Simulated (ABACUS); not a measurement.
## NaTb2Sc2FeO9 in ABACUS: the effect of functional

Crystal: NaTb2Sc2FeO9.

```
Tb Fe Sc Na O
1.0
     3.86027    0.00000    0.00000
     0.00000    3.86027    0.00000
     0.00000    0.00000   12.40604
Tb Fe Sc Na O
2 1 2 1 9
Direct
  0.00000 0.00000 0.82102
  0.00000 0.00000 0.17898
  0.50000 0.50000 0.00000
  0.50000 0.50000 0.33749
  0.50000 0.50000 0.66251
  0.00000 0.00000 0.50000
  0.00000 0.50000 0.00000
  0.50000 0.00000 0.00000
  0.50000 0.50000 0.85767
  0.50000 0.50000 0.14233
  0.00000 0.50000 0.28790
  0.00000 0.50000 0.71210
  0.50000 0.00000 0.28790
  0.50000 0.00000 0.71210
  0.50000 0.50000 0.50000
```

The cell was built by a generator and needn't be a form met in nature.

Alike in all runs:

| Quantity | Value |
| --- | --- |
| Program | ABACUS 3.10.1 |
| Task | single point |
| Potentials or basis | PseudoDojo NC SR 0.4.1 PBE standard, lanthanides 3+ (f in core) |
| Cutoff | 1361 eV |
| Density cutoff | 5442 eV |
| Basis | DZP LCAO (the cutoffs set its grid) |
| k mesh | 7 × 7 × 3 |
| Occupations | fermi-dirac, width 0.05 eV |
| Spin | collinear spin, ferromagnetic start |
| Starting moments | [0.0, 0.0, 3.0, 0.0, 0.0, 0.0, 0.0, 0.0, 0.0, 0.0, 0.0, 0.0, 0.0, 0.0, 0.0] μB |

One run gave: moment 3.68 μB; largest force 0.24 eV/Å. Which functional did it use?
A. AM05
B. RPBE
C. LDA
D. PBEsol

B.

```csv
functional,moment (μB),largest force (eV/Å)
LDA,3.59,0.20
PBEsol,3.67,0.12
AM05,3.66,0.14
RPBE,3.68,0.24
```

Caveats: the atomic orbitals were generated for these runs and aren't a published set; the magnetic or orbital state may not be the lowest; the potentials were made for another functional, which shifts forces and pressure.

Runs at the PBE level aren't shown here.
